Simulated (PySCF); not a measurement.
# [La(OH)2]+: a change of charge

How does [La(OH)2]+ respond at fixed geometry? The runs cover a change of charge. The structure is generated, not taken from experiment.

The runs use PySCF 2.14.0; PBE0, La def2-SVP with ECP46, O def2-SVP, H def2-SVP; scalar-relativistic core potentials, no spin–orbit coupling.

1 further run of the same task is left out (for a known fault of the program).

## (1) The system as given

5 atoms, charge 1, spin multiplicity 1.

Bond lengths: La1–O2 2.088 Å, La1–O4 2.088 Å, O2–H3 0.963 Å, O4–H5 0.963 Å. Angles: O2–La1–O4 109.5°, La1–O2–H3 165.8°, La1–O4–H5 165.8°.

Geometry (Å):

```xyz
5
H2LaO2
La    0.0000    0.0000   -0.6791
O     1.7047   -0.0354    0.5264
H     2.3305   -0.0470    1.2585
O    -1.7047    0.0354    0.5264
H    -2.3305    0.0470    1.2585
```

Formal oxidation states: La +3. An earlier session relaxed this geometry at PBE0, La def2-SVP with ECP46, O def2-SVP, H def2-SVP (singlet, point group C2v).

Its energy there is -182.851103 Eh.

## (2) One electron removed, multiplicity 2

Input file run.py (the lines that set the calculation):

```python
mol = gto.M(atom='''
La     0.00000     0.00000    -0.67911
O      1.70474    -0.03537     0.52641
H      2.33048    -0.04703     1.25849
O     -1.70474     0.03537     0.52641
H     -2.33048     0.04703     1.25849''',
    basis={'La': 'def2-SVP', 'O': 'def2-SVP', 'H': 'def2-SVP'},
    ecp={'La': 'def2-SVP'},
    charge=2, spin=1)
mf = dft.UKS(mol, xc='PBE0')
mf.grids.atom_grid = (50, 194)  # f atoms: unpruned, at least (60, 302)
mf = mf.density_fit()  # fitting sets: La def2-universal-JKFIT, O def2-universal-JKFIT, H def2-universal-JKFIT
mf.conv_tol = 1e-08; mf.max_cycle = 55
mf.kernel(dm0)  # dm0: the density of the relaxed state
```

Launch:

```console
$ OMP_NUM_THREADS=2 python run.py
```

The program printed:

```text
init E= -182.861894792954
  HOMO = -0.4743938829  LUMO = -0.470397466851  gap/eV = 0.10875
cycle= 1 E= -182.222150351021  delta_E= 0.64  |g|= 0.36  |ddm|= 0.642
  HOMO = -0.819922476209  LUMO = -0.777957126815  gap/eV = 1.14194
cycle= 2 E= -182.173781714514  delta_E= 0.0484  |g|= 0.524  |ddm|= 0.599
  HOMO = -0.719166119759  LUMO = -0.667097821715  gap/eV = 1.41685
cycle= 3 E= -182.283939350054  delta_E= -0.11  |g|= 0.0203  |ddm|= 0.349
  HOMO = -0.707360567087  LUMO = -0.65337586288  gap/eV = 1.46900
cycle= 4 E= -182.284304993562  delta_E= -0.000366  |g|= 0.00858  |ddm|= 0.0406
  HOMO = -0.706667236294  LUMO = -0.651959941935  gap/eV = 1.48866
cycle= 5 E= -182.284369706659  delta_E= -6.47e-05  |g|= 0.00329  |ddm|= 0.014
  HOMO = -0.706344056272  LUMO = -0.651363063866  gap/eV = 1.49611
cycle= 6 E= -182.284380798128  delta_E= -1.11e-05  |g|= 0.000544  |ddm|= 0.00618
  HOMO = -0.706346920092  LUMO = -0.651331265258  gap/eV = 1.49705
cycle= 7 E= -182.28438109188  delta_E= -2.94e-07  |g|= 0.000148  |ddm|= 0.00106
  HOMO = -0.706337563335  LUMO = -0.651321407097  gap/eV = 1.49707
cycle= 8 E= -182.284381116559  delta_E= -2.47e-08  |g|= 3.9e-05  |ddm|= 0.000275
  HOMO = -0.706336974051  LUMO = -0.651323047086  gap/eV = 1.49701
cycle= 9 E= -182.284381119093  delta_E= -2.53e-09  |g|= 1.48e-05  |ddm|= 9.58e-05
  HOMO = -0.706334612578  LUMO = -0.651320575358  gap/eV = 1.49701
Extra cycle  E= -182.284381119137  delta_E= -4.37e-11  |g|= 4.16e-05  |ddm|= 6.66e-05
converged SCF energy = -182.284381119137  <S^2> = 0.77745933  2S+1 = 2.0272734
```

Run time: 13 s. Hardware: 2 threads of Intel Xeon at 2.50GHz (Skylake/Cascade Lake), shared host.

Result: E = -182.284381 Eh (+15.421 eV from the relaxed state), HOMO -19.22 eV, LUMO -17.72 eV (over both spins), ⟨S²⟩ = 0.777, Mulliken charge on La1 +1.79 e. 

## (3) One electron added, multiplicity 2

run.py (the lines that set the calculation): that of step 2 with these lines changed.

```diff
@@ -8,3 +8,3 @@
     ecp={'La': 'def2-SVP'},
-    charge=2, spin=1)
+    charge=0, spin=1)
 mf = dft.UKS(mol, xc='PBE0')
```

Launch:

```console
$ OMP_NUM_THREADS=2 python run.py
```

The program printed:

```text
init E= -182.860457571862
  HOMO = -0.239078675721  LUMO = -0.235212946868  gap/eV = 0.10519
cycle= 1 E= -183.013306124402  delta_E= -0.153  |g|= 0.129  |ddm|= 1.39
  HOMO = -0.0914089533056  LUMO = -0.025178607531  gap/eV = 1.80222
cycle= 2 E= -183.023236745791  delta_E= -0.00993  |g|= 0.118  |ddm|= 0.89
  HOMO = -0.116873160432  LUMO = -0.0442599252693  gap/eV = 1.97591
cycle= 3 E= -183.03172717095  delta_E= -0.00849  |g|= 0.0435  |ddm|= 0.257
  HOMO = -0.120752641158  LUMO = -0.0473070191836  gap/eV = 1.99856
cycle= 4 E= -183.032460491923  delta_E= -0.000733  |g|= 0.0117  |ddm|= 0.0381
  HOMO = -0.12393070095  LUMO = -0.0496411632234  gap/eV = 2.02152
cycle= 5 E= -183.03260563339  delta_E= -0.000145  |g|= 0.00351  |ddm|= 0.0343
  HOMO = -0.124801865859  LUMO = -0.0503060930263  gap/eV = 2.02713
cycle= 6 E= -183.032647638075  delta_E= -4.2e-05  |g|= 0.00145  |ddm|= 0.0233
  HOMO = -0.125159550237  LUMO = -0.0507166561253  gap/eV = 2.02569
cycle= 7 E= -183.032660473757  delta_E= -1.28e-05  |g|= 0.000709  |ddm|= 0.0165
  HOMO = -0.125268354795  LUMO = -0.0508415491183  gap/eV = 2.02526
cycle= 8 E= -183.032662477863  delta_E= -2e-06  |g|= 0.000179  |ddm|= 0.00636
  HOMO = -0.125307707733  LUMO = -0.0509001996365  gap/eV = 2.02473
cycle= 9 E= -183.032662752713  delta_E= -2.75e-07  |g|= 5.42e-05  |ddm|= 0.00286
  HOMO = -0.125327741733  LUMO = -0.0509217291127  gap/eV = 2.02469
cycle= 10 E= -183.032662766872  delta_E= -1.42e-08  |g|= 1.4e-05  |ddm|= 0.00062
  HOMO = -0.125331277602  LUMO = -0.050926574338  gap/eV = 2.02466
cycle= 11 E= -183.032662767519  delta_E= -6.47e-10  |g|= 1.98e-06  |ddm|= 0.000163
  HOMO = -0.125331354998  LUMO = -0.050926973092  gap/eV = 2.02465
Extra cycle  E= -183.032662767523  delta_E= -4.21e-12  |g|= 1.88e-06  |ddm|= 8.68e-06
converged SCF energy = -183.032662767523  <S^2> = 0.75098802  2S+1 = 2.0009878
```

Run time: 15 s. Hardware: 2 threads of Intel Xeon at 2.50GHz (Skylake/Cascade Lake), shared host.

Read off: E = -183.032663 Eh (-4.940 eV from the relaxed state), HOMO -3.41 eV, LUMO -1.39 eV (over both spins), ⟨S²⟩ = 0.751, Mulliken charge on La1 +0.55 e. 

## (4) The states side by side

| state | energy from the relaxed state (eV) | ⟨S²⟩ | time |
| --- | --- | --- | --- |
| charge +1, singlet, vacuum (relaxed) | 0 | 0.00 |  |
| charge 0, doublet, vacuum | -4.94 | 0.75 | 15 s |
| charge +2, doublet, vacuum | 15.42 | 0.78 | 13 s |

An electron taken off or put on is at rest in vacuum. 

Removing an electron vertically costs 15.42 eV (doublet), against −HOMO = 13.16 eV. Adding an electron vertically releases 4.94 eV (doublet). The bases are small and lack diffuse functions. Spin–orbit coupling is left out.
